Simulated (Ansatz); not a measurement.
**The cluster Al6N6: inputs that go wrong**

1 input was typed for the cluster Al6N6. Each is run as it stands; the log then has to tell whether the result can be used.

Program: Ansatz 0.2.0, Gaussian basis. Level of theory: the settings change from run to run. These are calculated values, not measurements.

2 further runs of the same task are left out: 2 set aside as unsound or not needed. Runs told in other sessions of the task aren't counted.

## 1. The geometry

An earlier PBE-D4/def2-SVP relaxation fixed the geometry.

12 atoms, charge 0, spin multiplicity 1.

Atoms are counted from 1 here; the program's logs count them from 0.

Bond lengths: Al1–N8 1.798 Å, Al1–N9 1.851 Å, Al1–N11 1.834 Å, Al2–N7 1.922 Å, Al2–N10 1.844 Å, Al2–N12 1.850 Å, Al3–N7 1.851 Å, Al3–N8 1.882 Å, Al3–N10 1.919 Å, Al4–N7 1.846 Å, Al4–N9 1.868 Å, Al4–N12 1.908 Å, Al5–Al6 2.678 Å, Al5–N11 1.877 Å, Al5–N12 1.832 Å, Al6–N8 1.941 Å, Al6–N10 1.858 Å, N9–N11 1.652 Å. Angles: N8–Al1–N9 137.1°, N8–Al1–N11 134.2°, N9–Al1–N11 53.3°, N7–Al2–N10 97.4°, N7–Al2–N12 95.3°, N10–Al2–N12 127.5°, N7–Al3–N8 127.2°, N7–Al3–N10 97.2°, N8–Al3–N10 94.5°, N7–Al4–N9 127.5°, N7–Al4–N12 95.9°, N9–Al4–N12 112.3°, Al6–Al5–N11 101.4°, Al6–Al5–N12 97.6°, N11–Al5–N12 112.3°, Al5–Al6–N8 96.0°, Al5–Al6–N10 102.1°, N8–Al6–N10 94.5° and more.

## 2. Try 1

in.yaml reads:

```yaml
crystal:
  periodic: [false, false, false]
  atoms:
    - {symbol: Al, position_ang: [-0.975222, 1.371852, -1.050740]}
    - {symbol: Al, position_ang: [1.091442, -1.198414, 1.215338]}
    - {symbol: Al, position_ang: [0.716368, 1.224709, 1.367799]}
    - {symbol: Al, position_ang: [1.337414, -0.315398, -1.130240]}
    - {symbol: Al, position_ang: [-1.167645, -1.429782, -0.726126]}
    - {symbol: Al, position_ang: [-1.537937, 0.028551, 1.488705]}
    - {symbol: N, position_ang: [2.037761, 0.296009, 0.464391]}
    - {symbol: N, position_ang: [-0.977883, 1.717898, 0.713695]}
    - {symbol: N, position_ang: [0.165128, 0.580421, -2.275474]}
    - {symbol: N, position_ang: [0.053948, -0.247049, 2.406809]}
    - {symbol: N, position_ang: [-1.315806, -0.119750, -2.061974]}
    - {symbol: N, position_ang: [0.572423, -1.909067, -0.412163]}
basis:
  gaussian: {orbitals: "6-31G*"}
magnetization: {spin_polarized: true, initial_magnetization: 2}
hamiltonian: {xc: {name: HF}}
correlation: {active_space: {window: {electrons: 6, orbitals: 2}}}
scf: {omitted_lower_state_checks: [starts]}
output: {forces: true}
```

On the command line:

```
$ ansatz run in.yaml --threads 4 --pin off --events-out ev --progress --plain --max-ram 6963MiB
```

Before running them: what should the planned runs give, taken together?

As calculated:

| try | level | ended | cause | time |
| --- | --- | --- | --- | --- |
| 1 | HF/6-31G* | refused | the window of orbitals is impossible for that count of electrons, or the reference is of the wrong kind | 0.05 s |

1 refused. A refusal costs next to no computing time.
